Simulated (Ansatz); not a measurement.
**Alloy of ZnO and CdO (9 of 48 Zn sites exchanged), 96 atoms**

Aim: relax the alloy cell and compare the gap by PBEsol and HSE06.

Method: density functional theory in Ansatz 0.2.0, PAW datasets, plane waves.

**1. The starting cell**

96 atoms (39 Zn, 9 Cd, 48 O); a = 9.914 Å, b = 11.448 Å, c = 10.598 Å, α = 90.00°, β = 90.00°, γ = 90.00°. All atoms were shaken off their sites by about 0.02 Å along each axis; atoms next to an added one may be pushed further to make room.

The runs, in order: (2) PBEsol cell relaxation at the single k point (¼, ¼, ¼), on 1 × NVIDIA H100 80GB HBM3 with 4 threads of AMD EPYC 7R13; (3) HSE06 single point at the single k point (¼, ¼, ¼), on 1 × NVIDIA H100 80GB HBM3 with 4 threads of AMD EPYC 7R13.

**2. PBEsol relaxation of the cell and the positions**

Input file in.yaml:

```yaml
crystal:
  lattice:
    - [9.913856, 0.000000, 0.000000]
    - [0.000000, 11.447535, 0.000000]
    - [0.000000, 0.000000, 10.598424]
  atoms:
    - { symbol: Zn, position: [0.166843, 0.081762, 0.248722] }
    - { symbol: Zn, position: [0.999645, 0.334127, 0.245829] }
    - { symbol: Zn, position: [0.999405, 0.332649, 0.747014] }
    - { symbol: Zn, position: [0.498534, 0.083777, 0.747868] }
    - { symbol: Zn, position: [0.334630, 0.333235, 0.244449] }
    - { symbol: Zn, position: [0.167817, 0.581756, 0.245016] }
    - { symbol: Zn, position: [0.997637, 0.838400, 0.249003] }
    - { symbol: Zn, position: [0.999875, 0.833635, 0.749536] }
    - { symbol: Zn, position: [0.829554, 0.083177, 0.247407] }
    - { symbol: Zn, position: [0.667536, 0.332041, 0.246484] }
    - { symbol: Zn, position: [0.666964, 0.333405, 0.748252] }
    - { symbol: Zn, position: [0.501487, 0.584139, 0.250666] }
    - { symbol: Zn, position: [0.500672, 0.585000, 0.747590] }
    - { symbol: Zn, position: [0.833211, 0.583619, 0.249929] }
    - { symbol: Zn, position: [0.665173, 0.832990, 0.248123] }
    - { symbol: Zn, position: [0.667485, 0.832159, 0.748983] }
    - { symbol: Zn, position: [0.999368, 0.165246, 0.499779] }
    - { symbol: Zn, position: [0.998517, 0.170476, 0.997385] }
    - { symbol: Zn, position: [0.332681, 0.164712, 0.500034] }
    - { symbol: Zn, position: [0.331589, 0.165243, 0.001122] }
    - { symbol: Zn, position: [0.169095, 0.420374, 0.499130] }
    - { symbol: Zn, position: [0.165155, 0.414599, 0.999836] }
    - { symbol: Zn, position: [0.993723, 0.667456, 0.498122] }
    - { symbol: Zn, position: [0.999918, 0.668463, 0.999630] }
    - { symbol: Zn, position: [0.663633, 0.167194, 0.498673] }
    - { symbol: Zn, position: [0.663871, 0.168670, 0.998930] }
    - { symbol: Zn, position: [0.496731, 0.417506, 0.499818] }
    - { symbol: Zn, position: [0.500561, 0.418637, 0.997076] }
    - { symbol: Zn, position: [0.333229, 0.668448, 0.498883] }
    - { symbol: Zn, position: [0.332819, 0.664182, 0.995510] }
    - { symbol: Zn, position: [0.169636, 0.914157, 0.498420] }
    - { symbol: Zn, position: [0.164130, 0.917090, 0.999961] }
    - { symbol: Zn, position: [0.833345, 0.417213, 0.500351] }
    - { symbol: Zn, position: [0.835379, 0.415772, 0.997100] }
    - { symbol: Zn, position: [0.666587, 0.665487, 0.997997] }
    - { symbol: Zn, position: [0.498986, 0.914342, 0.501718] }
    - { symbol: Zn, position: [0.499033, 0.914954, 0.998257] }
    - { symbol: Zn, position: [0.831518, 0.915919, 0.498018] }
    - { symbol: Zn, position: [0.837343, 0.914726, 0.998119] }
    - { symbol: Cd, position: [0.163681, 0.083076, 0.749778] }
    - { symbol: Cd, position: [0.498262, 0.084753, 0.249693] }
    - { symbol: Cd, position: [0.333800, 0.333083, 0.749180] }
    - { symbol: Cd, position: [0.168414, 0.585048, 0.748376] }
    - { symbol: Cd, position: [0.834691, 0.084827, 0.749802] }
    - { symbol: Cd, position: [0.334562, 0.835381, 0.247757] }
    - { symbol: Cd, position: [0.334345, 0.835461, 0.745269] }
    - { symbol: Cd, position: [0.831889, 0.583620, 0.751635] }
    - { symbol: Cd, position: [0.665353, 0.668088, 0.498909] }
    - { symbol: O, position: [0.001032, 0.167561, 0.192154] }
    - { symbol: O, position: [0.001428, 0.168334, 0.690827] }
    - { symbol: O, position: [0.331794, 0.165983, 0.189478] }
    - { symbol: O, position: [0.333943, 0.167052, 0.689217] }
    - { symbol: O, position: [0.165229, 0.418012, 0.189173] }
    - { symbol: O, position: [0.169025, 0.416406, 0.691346] }
    - { symbol: O, position: [0.995405, 0.661725, 0.184649] }
    - { symbol: O, position: [0.996954, 0.668647, 0.686837] }
    - { symbol: O, position: [0.667640, 0.166306, 0.188979] }
    - { symbol: O, position: [0.668564, 0.165364, 0.689526] }
    - { symbol: O, position: [0.499678, 0.417704, 0.191146] }
    - { symbol: O, position: [0.499110, 0.419955, 0.689006] }
    - { symbol: O, position: [0.335864, 0.671113, 0.187443] }
    - { symbol: O, position: [0.335472, 0.664370, 0.687016] }
    - { symbol: O, position: [0.167260, 0.917046, 0.187096] }
    - { symbol: O, position: [0.170381, 0.916853, 0.689564] }
    - { symbol: O, position: [0.835268, 0.416747, 0.189974] }
    - { symbol: O, position: [0.832890, 0.415263, 0.690794] }
    - { symbol: O, position: [0.668057, 0.666842, 0.190137] }
    - { symbol: O, position: [0.666334, 0.665102, 0.688553] }
    - { symbol: O, position: [0.500734, 0.915234, 0.186242] }
    - { symbol: O, position: [0.499741, 0.916638, 0.684929] }
    - { symbol: O, position: [0.835010, 0.916054, 0.190250] }
    - { symbol: O, position: [0.834767, 0.914681, 0.685867] }
    - { symbol: O, position: [0.169233, 0.085561, 0.444220] }
    - { symbol: O, position: [0.165590, 0.081649, 0.934933] }
    - { symbol: O, position: [0.001927, 0.334142, 0.441159] }
    - { symbol: O, position: [0.003630, 0.333846, 0.938102] }
    - { symbol: O, position: [0.500205, 0.083289, 0.439511] }
    - { symbol: O, position: [0.498489, 0.084985, 0.939305] }
    - { symbol: O, position: [0.333833, 0.332947, 0.438774] }
    - { symbol: O, position: [0.332629, 0.332805, 0.941184] }
    - { symbol: O, position: [0.167132, 0.578322, 0.437210] }
    - { symbol: O, position: [0.167055, 0.588350, 0.937495] }
    - { symbol: O, position: [0.998359, 0.835316, 0.440431] }
    - { symbol: O, position: [0.001611, 0.835120, 0.944229] }
    - { symbol: O, position: [0.834360, 0.084301, 0.439235] }
    - { symbol: O, position: [0.833149, 0.086253, 0.938551] }
    - { symbol: O, position: [0.667297, 0.332303, 0.439885] }
    - { symbol: O, position: [0.667189, 0.329928, 0.938260] }
    - { symbol: O, position: [0.497329, 0.584155, 0.436533] }
    - { symbol: O, position: [0.502037, 0.583144, 0.940241] }
    - { symbol: O, position: [0.332880, 0.833110, 0.436349] }
    - { symbol: O, position: [0.337836, 0.832294, 0.941509] }
    - { symbol: O, position: [0.833769, 0.584978, 0.439157] }
    - { symbol: O, position: [0.834053, 0.584543, 0.940584] }
    - { symbol: O, position: [0.665389, 0.835102, 0.439145] }
    - { symbol: O, position: [0.663863, 0.829347, 0.936075] }
  symmetry: { detect: false }
kpoints:
  mp_grid: { grid: [1, 1, 1], shift: [0.25, 0.25, 0.25] }
hamiltonian:
  xc: pbesol
scf:
  occupations: { method: fermi_dirac, width: 0.01 }
relax:
  f_tol: 0.03
  max_steps: 80
  escape_saddle: false
  adjacent_minimum: "off"
  cell: { fix: [alpha, beta, gamma] }
output:
  forces: true
  eigenvalues: true
  populations: true
  write_density: true
  write_potential: true
  elf: true
  volumetric_format: npy
```

Launch:

```bash
$ ansatz run in.yaml --threads 4 --pin off --max-ram 42750MiB --runs-dir r --events-out ev --progress --plain --backend cuda --devices 0, --max-vram 37GiB
```

After this run come: HSE06 on the final geometry.

**Question.** What will these runs give? Wanted: for each run, top filled to lowest empty.

The runs gave:

| level | time | top filled to lowest empty (eV) |
| --- | --- | --- |
| PBEsol, relaxation | 12 s (GPU) | 1.42 |
| HSE06 | 76 s (GPU) | 3.00 |

| quantity | value |
| --- | --- |
| relaxation | 6 recorded steps, 7.70 eV gained |
| largest shift | 0.26 Å (O54) |
| relaxed cell | a = 9.885 Å, b = 11.406 Å, c = 10.638 Å, α = 90.00°, β = 90.00°, γ = 90.00° |
| mean bonds | Cd–O 2.164, O–Zn 1.978 Å |

The relaxation lowers the energy by 7.70 eV; the largest shift is 0.26 Å (O54), while the volume changes by -0.3 %. Part of this undoes the random shake of the start. The mean lengths of the listed bonds run from O–Zn 1.98 Å to Cd–O 2.16 Å. At the same k points, PBEsol gives a spacing 1.57 eV smaller than the 3.00 eV of HSE06. With one k point the spacing samples only the states that fold onto it, so it can exceed the gap over the zone.
